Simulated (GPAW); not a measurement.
# HfB (Fm-3m) in GPAW: notebook

One crystal, HfB, is run at these levels: PBE+U, PBE; tasks: single point.

Everything below comes from runs of GPAW 26.7.0. Logs are shortened: lines on timing, memory, paths and dates and some standing lists are left out, and cuts for length are marked. The log counts tension as positive stress, the text compression.

## (1) The structure

The structure is cubic, space group Fm-3m (No. 225). Conventional cell: a = 4.620 Å, b = 4.620 Å, c = 4.620 Å, α = 90.00°, β = 90.00°, γ = 90.00°. Hf (site symmetry m-3m) is surrounded by 6 B at 2.31 Å. B (site symmetry m-3m) is surrounded by 6 Hf at 2.31 Å.

## (2) Single point, PBE+U

Input file run.py:

```python
from ase import Atoms
from ase.dft.bandgap import bandgap
from ase.io import write
from ase.units import GPa
from gpaw import GPAW, PW

atoms = Atoms(['Hf', 'B'],
              cell=[[0.0, 2.31, 2.31],
                    [2.31, 0.0, 2.31],
                    [2.31, 2.31, 0.0]],
              scaled_positions=[[0.5, 0.5, 0.5],
                                [0.0, 0.0, 0.0]],
              pbc=True)

calc = GPAW(mode=PW(600),
            xc='PBE',
            kpts={'size': (8, 8, 8), 'gamma': True},
            occupations={'name': 'fermi-dirac', 'width': 0.05},
            setups={'Hf': ':d,3.0'},
            nbands=17,
            maxiter=120,
            txt='gpaw.txt')
atoms.calc = calc
energy = atoms.get_potential_energy()
forces = atoms.get_forces()
stress = atoms.get_stress()
calc.write('gs.gpw')
write('result.traj', atoms)
print(f'Energy: {energy:.6f} eV')
print('Forces (eV/A):')
print(forces.round(4))
print('Stress (GPa):', (stress / GPa).round(3))
print('Fermi level:', round(calc.get_fermi_level(), 4), 'eV')
print(f'Gap: {bandgap(calc)[0]:.4f} eV, direct: {bandgap(calc, direct=True)[0]:.4f} eV')
```

Potentials or basis: GPAW PAW data sets (gpaw-data 1.2.1), pw.

Command:

```sh
OMP_NUM_THREADS=1 python run.py
```

gpaw.txt:

```text
__  _  _
 | _ |_)|_||  |
 |__||  | ||/\| - 26.7.0

Input parameters:
  mode=PW(ecut=600.0),
  kpts=MonkhorstPack(size=(8, 8, 8), gamma=True),
  maxiter=120,
  nbands=17,
  occupations=Occupations(name='fermi-dirac', width=0.05),
  setups={'Hf': ':d,3.0'},
  xc=XC(name='PBE')

Diagonalizing LCAO Hamiltonian
Converting LCAO to pw mode

               Hf

       B

Atoms  # Å, Bohr magnetons
|   | symbol |        x |        y |        z |    initial magnetic moments |
|---|--------|----------|----------|----------|-----------------------------|
| 0 |     Hf | 2.310000 | 2.310000 | 2.310000 | ( 0.0000,  0.0000,  0.0000) |
| 1 |      B | 0.000000 | 0.000000 | 0.000000 | ( 0.0000,  0.0000,  0.0000) |

Unit cell  # Å
| periodic |        x |        y |        z |  lengths |    angles |
|----------|----------|----------|----------|----------|-----------|
|      yes | 0.000000 | 2.310000 | 2.310000 | 3.266833 | 60.000000 |
|      yes | 2.310000 | 0.000000 | 2.310000 | 3.266833 | 60.000000 |
|      yes | 2.310000 | 2.310000 | 0.000000 | 3.266833 | 60.000000 |

Number of symmetries: 48
Symmetry operations  # r_c * U_cc + t_c -> r_c
|    | kind |            matrix            |
|----|------|------------------------------|
|  0 |  σ   |  1, 0, 0,  1, 0,-1,  1,-1, 0 |
|  1 |  C2  |  1, 0, 0,  1,-1, 0,  1, 0,-1 |
|  2 |  E   |  1, 0, 0,  0, 1, 0,  0, 0, 1 |
|  3 |  σ   |  1, 0, 0,  0, 0, 1,  0, 1, 0 |
|  4 |  C4  |  1, 0,-1,  1, 0, 0,  1,-1, 0 |
|  5 |  S6  |  1, 0,-1,  1,-1, 0,  1, 0, 0 |
|  6 |  σ   |  1, 0,-1,  0, 1,-1,  0, 0,-1 |
|  7 |  C3  |  1, 0,-1,  0, 0,-1,  0, 1,-1 |
|  8 |  S6  |  1,-1, 0,  1, 0, 0,  1, 0,-1 |
|  9 |  C4  |  1,-1, 0,  1, 0,-1,  1, 0, 0 |
| 10 |  C3  |  1,-1, 0,  0,-1, 1,  0,-1, 0 |
| 11 |  σ   |  1,-1, 0,  0,-1, 0,  0,-1, 1 |
| 12 |  σ   |  0, 1, 0,  1, 0, 0,  0, 0, 1 |
| 13 |  C4  |  0, 1, 0,  0, 1,-1, -1, 1, 0 |
| 14 |  C3  |  0, 1, 0,  0, 0, 1,  1, 0, 0 |
| 15 |  S6  |  0, 1, 0, -1, 1, 0,  0, 1,-1 |
| 16 |  C2  |  0, 1,-1,  1, 0,-1,  0, 0,-1 |
| 17 |  σ   |  0, 1,-1,  0, 1, 0, -1, 1, 0 |
| 18 |  S4  |  0, 1,-1,  0, 0,-1,  1, 0,-1 |
| 19 |  C4  |  0, 1,-1, -1, 1, 0,  0, 1, 0 |
| 20 |  C3  |  0, 0, 1,  1, 0, 0,  0, 1, 0 |
| 21 |  σ   |  0, 0, 1,  0, 1, 0,  1, 0, 0 |
| 22 |  S6  |  0, 0, 1,  0,-1, 1, -1, 0, 1 |
| 23 |  C4  |  0, 0, 1, -1, 0, 1,  0,-1, 1 |
| 24 |  S4  |  0, 0,-1,  1, 0,-1,  0, 1,-1 |
| 25 |  C3  |  0, 0,-1,  0, 1,-1,  1, 0,-1 |
| 26 |  C2  |  0, 0,-1,  0,-1, 0, -1, 0, 0 |
| 27 |  S6  |  0, 0,-1, -1, 0, 0,  0,-1, 0 |
| 28 |  S4  |  0,-1, 1,  1,-1, 0,  0,-1, 0 |
| 29 |  C4  |  0,-1, 1,  0, 0, 1, -1, 0, 1 |
| 30 |  C2  |  0,-1, 1,  0,-1, 0,  1,-1, 0 |
| 31 |  σ   |  0,-1, 1, -1, 0, 1,  0, 0, 1 |
| 32 |  C3  |  0,-1, 0,  1,-1, 0,  0,-1, 1 |
| 33 |  S6  |  0,-1, 0,  0, 0,-1, -1, 0, 0 |
| 34 |  S4  |  0,-1, 0,  0,-1, 1,  1,-1, 0 |
| 35 |  C2  |  0,-1, 0, -1, 0, 0,  0, 0,-1 |
| 36 |  C2  | -1, 1, 0,  0, 1, 0,  0, 1,-1 |
| 37 |  S6  | -1, 1, 0,  0, 1,-1,  0, 1, 0 |
| 38 |  S4  | -1, 1, 0, -1, 0, 1, -1, 0, 0 |
| 39 |  C3  | -1, 1, 0, -1, 0, 0, -1, 0, 1 |
| 40 |  S6  | -1, 0, 1,  0, 0, 1,  0,-1, 1 |
| 41 |  C2  | -1, 0, 1,  0,-1, 1,  0, 0, 1 |
| 42 |  C3  | -1, 0, 1, -1, 1, 0, -1, 0, 0 |
| 43 |  S4  | -1, 0, 1, -1, 0, 0, -1, 1, 0 |
| 44 |  C2  | -1, 0, 0,  0, 0,-1,  0,-1, 0 |
| 45 |  i   | -1, 0, 0,  0,-1, 0,  0, 0,-1 |
| 46 |  σ   | -1, 0, 0, -1, 1, 0, -1, 0, 1 |
| 47 |  C2  | -1, 0, 0, -1, 0, 1, -1, 1, 0 |

BZ-sampling:
  Number of BZ points: 512
  Number of IBZ points: 29

  Monkhorst-Pack size: [8, 8, 8]
  Monkhorst-Pack shift: [0.0625, 0.0625, 0.0625]

K-points  # in reciprocal-cell coordinates
|     |                                coordinates |     weight |
|-----|--------------------------------------------|------------|
|   0 | (  0.00000000,   0.00000000,   0.00000000) | 0.00195312 |
|   1 | (  0.12500000,   0.12500000,   0.00000000) | 0.01171875 |
|   2 | (  0.12500000,   0.12500000,   0.12500000) | 0.01562500 |
|   3 | (  0.25000000,   0.12500000,   0.12500000) | 0.02343750 |
|   4 | (  0.25000000,   0.25000000,   0.00000000) | 0.01171875 |
|   5 | (  0.25000000,   0.25000000,   0.12500000) | 0.04687500 |
|   6 | (  0.25000000,   0.25000000,   0.25000000) | 0.01562500 |
|   7 | (  0.37500000,   0.25000000,  -0.37500000) | 0.04687500 |
|   8 | (  0.37500000,   0.25000000,   0.12500000) | 0.04687500 |
|   9 | (  0.37500000,   0.25000000,   0.25000000) | 0.04687500 |
| ... |                                            |            |
|  28 | (  0.50000000,   0.50000000,   0.50000000) | 0.00781250 |

Plane wave coefficients: 869
Cutoff: 600.0 eV

Spin-components: 1 (collinear spins)
Bands:           17
Projectors:      11
Spin-degeneracy: 2
Datatype:        complex128

Parallelization:
  kpt:    1
  domain: 1
  band:   1

Density:
  Valence electrons: 15.0
  Components: 1
  Grid points: [20 20 20]
  Charge: 0.0  # |e|

Potential:
  Grid points: [20 20 20]

species:
  Hf:
    name:    Hafnium
    Z:       72.0
    valence: 12
    core:    60
    charge:  0.0  # [|e|]
    Hubbard: {U: 3.0,  # eV
              l: 2,
              scale: True}
    compensation charges:
      type: gauss
      rc: 0.41  # [Å]
      lmax: 2
    cutoffs:
      filter: 2.36  # [Å]
      core: 4.02  # [Å]
    projectors
    | kind |    occ | energy [eV] | rcut [Å] |
    |------|--------|-------------|----------|
    |   5s |  2.000 |     -66.831 |    1.397 |
    |   6s |  2.000 |      -5.097 |    1.397 |
    |   5p |  6.000 |     -35.599 |    1.307 |
    |   6p |  0.000 |      -1.401 |    1.307 |
    |   5d |  2.000 |      -2.699 |    1.334 |
    |    d |        |      24.513 |    1.334 |

    Using partial waves for Hf as LCAO basis

  B:
    name:    Boron
    Z:       5.0
    valence: 3
    core:    2
    charge:  0.0  # [|e|]
    compensation charges:
      type: gauss
      rc: 0.20  # [Å]
      lmax: 2
    cutoffs:
      filter: 1.14  # [Å]
      core: 1.38  # [Å]
    projectors
    | kind |    occ | energy [eV] | rcut [Å] |
    |------|--------|-------------|----------|
    |   2s |  2.000 |      -9.443 |    0.635 |
    |   2p |  1.000 |      -3.606 |    0.635 |
    |    s |        |      17.768 |    0.635 |
    |    p |        |      23.605 |    0.635 |
    |    d |        |       0.000 |    0.635 |

    Using partial waves for B as LCAO basis

Reference energy: -410555.604843  # eV

eigensolver:
  PPCG
  Converge bands: occupied
  niter=2

density mixing:
  MSR1-Mixer
  Pratt-step length: 0.05
  Maximum mixing coefficient: 0.75
  Old densities: 10
  SVD Regularization: 0.005
  Good broyden scale: 1.0
  Trust region scale: 1.0
  Backstep threshold: 4.0
  History deletion threshold: 6.0
  Fourier metric: weight=20.0, sigma=0.015

occupation numbers:
  Fermi-Dirac:
    width: 0.0500  # eV

poisson solver:
  ecut: 4800.0  # eV

xc functional:
  name: PBE with 2 nearest neighbor stencil

convergence criteria:
- Maximum [total energy] change in last 3 cyles: 0.0005 eV / valence electron
- Maximum integral of absolute [dens]ity change: 0.0001 electrons / valence electron
- Maximum integral of absolute [eigenst]ate change: 4e-08 eV^2 / valence electron
maximum number of iterations: 120

SCF iterations
|iter     | |      energy | eigst |  dens |
|---------|-|-------------|-------|-------|
|iter:   1| |  -13.129585 | -0.31 |       |
|iter:   2| |  -12.836157 | -2.54 | -0.89 |
|iter:   3| |  -11.888871 | -1.47 | -0.94 |
|iter:   4| |  -11.938219 | -3.23 | -1.74 |
|iter:   5| |  -11.962415 | -3.29 | -2.02 |
|iter:   6| |  -11.962763 | -5.00 | -2.89 |
|iter:   7| |  -11.962866c| -5.77 | -3.35 |
|iter:   8| |  -11.962868c| -7.60c| -4.42c|

Converged in 8 steps
Energy contributions relative to reference atoms: (reference = -410555.604843)

Energy contributions:
  Kinetic:          38.263110
  Coulomb:         -33.871419
  Zero:             -0.423000
  External:          0.000000
  Xc:              -15.926651
  Entropy:          -0.009815
  Spinorbit:         0.000000
  ----------------------------
  Free energy:     -11.967775
  Extrapolated:    -11.962868

dipole moment: (-7.105529, -7.105529, -7.105529)  # |e|*Ang

Fermi level: 10.882
Eigenvalues  # (at kpt = [0.000, 0.000, 0.000])
| band index |      eig [eV] | occ [0-2] |
|------------|---------------|-----------|
|          0 |       -49.514 |     2.000 |
|          1 |       -18.201 |     2.000 |
|          2 |       -18.201 |     2.000 |
|          3 |       -18.201 |     2.000 |
|          4 |         0.981 |     2.000 |
|          5 |        13.604 |     0.000 |
|          6 |        13.604 |     0.000 |
|          7 |        13.604 |     0.000 |
|          8 |        14.659 |     0.000 |
|          9 |        14.659 |     0.000 |
|         10 |        14.659 |     0.000 |
|         11 |        15.062 |     0.000 |
|         12 |        15.062 |     0.000 |
|        ... |               |           |
|         16 |        36.576 |     0.000 |

No gap
No difference between direct/indirect transitions

Forces  # eV/Ang
|        x |        y |       z |
|----------|----------|---------|
|  0.00000 | -0.00000 | 0.00000 |  # Hf   0
| -0.00000 |  0.00000 | 0.00000 |  # B    1

Stress tensor  # eV/Ang^3
|         x |         y |         z |
|-----------|-----------|-----------|
| -0.269915 |  0.000000 |  0.000000 |
|  0.000000 | -0.269915 | -0.000000 |
|  0.000000 | -0.000000 | -0.269915 |

# Writing to gs.gpw (mode='')
```

Wall time 9.6 s (1 thread of Intel Xeon Platinum 8259CL at 2.50GHz (Skylake/Cascade Lake), shared host); peak memory 0.15 GiB.

Results:

* Free energy: -11.9678 eV
* Pressure: 43.2 GPa
* Band gap on the k mesh: none (metal or under the smearing width)

Levels at points of the mesh, in eV from the Fermi level:
```
           k point  band 4  band 5  band 6  band 7  band 8  band 9  band 10  band 11  band 12  band 13
(0.00, 0.00, 0.00)  -29.08   -9.90    2.72    2.72    2.72    3.78     3.78     3.78     4.18     4.18
(0.50, 0.50, 0.00)  -29.33   -6.90   -1.31   -0.79    2.10    2.10     6.23     8.78     8.78     9.10
(0.50, 0.50, 0.50)  -29.16   -5.17   -4.38   -1.42   -1.42    7.23     7.23     8.03     8.13    13.65
```

Caveat: the cutoff is short for stress and forces, so pressures can be off by a GPa or more; a pressure of tens of GPa on the cell as given is suspect, and the run, the potentials or the cell itself is likely at fault; U without spin polarisation on a metal has little footing; the U is typed as a test and isn't derived for this compound. Spin-orbit coupling is left out, which matters for the levels of Hf.

## (3) Single point, PBE

run.py: that of step 2 with these lines changed.

```diff
@@ -14,3 +14,3 @@
 
-calc = GPAW(mode=PW(600),
+calc = GPAW(mode=PW(550),
             xc='PBE',
@@ -18,3 +18,2 @@
             occupations={'name': 'fermi-dirac', 'width': 0.05},
-            setups={'Hf': ':d,3.0'},
             nbands=17,
```

Potentials or basis: GPAW PAW data sets (gpaw-data 1.2.1), pw.

Command:

```sh
OMP_NUM_THREADS=1 python run.py
```

gpaw.txt:

```text
__  _  _
 | _ |_)|_||  |
 |__||  | ||/\| - 26.7.0

Input parameters:
  mode=PW(ecut=550.0),
  kpts=MonkhorstPack(size=(8, 8, 8), gamma=True),
  maxiter=120,
  nbands=17,
  occupations=Occupations(name='fermi-dirac', width=0.05),
  xc=XC(name='PBE')

Diagonalizing LCAO Hamiltonian
Converting LCAO to pw mode

               Hf

       B

Atoms  # Å, Bohr magnetons
|   | symbol |        x |        y |        z |    initial magnetic moments |
|---|--------|----------|----------|----------|-----------------------------|
| 0 |     Hf | 2.310000 | 2.310000 | 2.310000 | ( 0.0000,  0.0000,  0.0000) |
| 1 |      B | 0.000000 | 0.000000 | 0.000000 | ( 0.0000,  0.0000,  0.0000) |

Unit cell  # Å
| periodic |        x |        y |        z |  lengths |    angles |
|----------|----------|----------|----------|----------|-----------|
|      yes | 0.000000 | 2.310000 | 2.310000 | 3.266833 | 60.000000 |
|      yes | 2.310000 | 0.000000 | 2.310000 | 3.266833 | 60.000000 |
|      yes | 2.310000 | 2.310000 | 0.000000 | 3.266833 | 60.000000 |

[... 201 lines left out ...]
  Coulomb:         -32.932260
  Zero:             -0.472939
  External:          0.000000
  Xc:              -18.681871
  Entropy:          -0.010967
  Spinorbit:         0.000000
  ----------------------------
  Free energy:     -14.681525
  Extrapolated:    -14.676041

dipole moment: (-7.108553, -7.108553, -7.108553)  # |e|*Ang

Fermi level: 10.490
Eigenvalues  # (at kpt = [0.000, 0.000, 0.000])
| band index |      eig [eV] | occ [0-2] |
|------------|---------------|-----------|
|          0 |       -49.187 |     2.000 |
|          1 |       -17.913 |     2.000 |
|          2 |       -17.913 |     2.000 |
|          3 |       -17.913 |     2.000 |
|          4 |         0.889 |     2.000 |
|          5 |        12.621 |     0.000 |
|          6 |        12.621 |     0.000 |
|          7 |        12.621 |     0.000 |
|          8 |        14.429 |     0.000 |
|          9 |        14.429 |     0.000 |
|         10 |        14.429 |     0.000 |
|         11 |        14.660 |     0.000 |
|         12 |        14.660 |     0.000 |
|        ... |               |           |
|         16 |        35.906 |     0.000 |

No gap
No difference between direct/indirect transitions

Forces  # eV/Ang
|        x |       y |       z |
|----------|---------|---------|
|  0.00000 | 0.00000 | 0.00000 |  # Hf   0
| -0.00000 | 0.00000 | 0.00000 |  # B    1

Stress tensor  # eV/Ang^3
|         x |         y |         z |
|-----------|-----------|-----------|
| -0.201359 |  0.000000 |  0.000000 |
|  0.000000 | -0.201359 | -0.000000 |
|  0.000000 | -0.000000 | -0.201359 |

# Writing to gs.gpw (mode='')
```

It took 4.3 s on 1 thread of AMD EPYC 9R45 (Zen 5), shared host; peak memory 0.14 GiB.

These settings aren't checked as converged: the numbers below hold their error.

What came out:

```
Free energy            : -14.6815 eV
Pressure               : 32.3 GPa
Band gap on the k mesh : none (metal or under the smearing width)
```

Caveat: the cutoff is short for stress and forces, so pressures can be off by a GPa or more; a pressure of tens of GPa on the cell as given is suspect, and the run, the potentials or the cell itself is likely at fault.

## (4) Single point, PBE

run.py: that of step 3 with these lines changed.

```diff
@@ -1,4 +1,3 @@
-from ase import Atoms
 from ase.dft.bandgap import bandgap
-from ase.io import write
+from ase.io import read, write
 from ase.units import GPa
@@ -6,11 +5,5 @@
 
-atoms = Atoms(['Hf', 'B'],
-              cell=[[0.0, 2.31, 2.31],
-                    [2.31, 0.0, 2.31],
-                    [2.31, 2.31, 0.0]],
-              scaled_positions=[[0.5, 0.5, 0.5],
-                                [0.0, 0.0, 0.0]],
-              pbc=True)
+atoms = read('HfB.cif')
 
-calc = GPAW(mode=PW(550),
+calc = GPAW(mode=PW(600),
             xc='PBE',
```

Input file HfB.cif:

```cif
data_HfB
_cell_length_a 3.26683333
_cell_length_b 3.26683333
_cell_length_c 3.26683333
_cell_angle_alpha 60.00000000
_cell_angle_beta 60.00000000
_cell_angle_gamma 60.00000000
_space_group_name_H-M_alt 'P1'
_space_group_name_Hall 'P 1'
_space_group_IT_number 1
loop_
_space_group_symop_operation_xyz
'x,y,z'
loop_
_atom_site_label
_atom_site_type_symbol
_atom_site_symmetry_multiplicity
_atom_site_Wyckoff_symbol
_atom_site_fract_x
_atom_site_fract_y
_atom_site_fract_z
_atom_site_occupancy
Hf1 Hf 1 a 0.5000000000 0.5000000000 0.5000000000 1
B1 B 1 a 0.0000000000 0.0000000000 0.0000000000 1
```

Command:

```sh
OMP_NUM_THREADS=1 python run.py
```

Run time: 4.9 s. Hardware: 1 thread of AMD EPYC 9R45 (Zen 5), shared host; peak memory 0.15 GiB.

It converged, with:

- Free energy: -14.6833 eV
- Pressure: 32.2 GPa
- Band gap on the k mesh: none (metal or under the smearing width)

Levels at points of the mesh, in eV from the Fermi level:
```csv
k point,band 5,band 6,band 7,band 8,band 9,band 10,band 11,band 12
"(0.00, 0.00, 0.00)",-9.60,2.13,2.13,2.13,3.94,3.94,3.94,4.17
"(0.50, 0.50, 0.00)",-6.78,-1.17,-1.00,2.32,2.32,6.19,7.82,7.82
"(0.50, 0.50, 0.50)",-5.06,-4.13,-1.43,-1.43,6.46,6.46,7.53,8.47
```

Caveat: the cutoff is short for stress and forces, so pressures can be off by a GPa or more; a pressure of tens of GPa on the cell as given is suspect, and the run, the potentials or the cell itself is likely at fault. Spin-orbit coupling is left out, which matters for the levels of Hf.
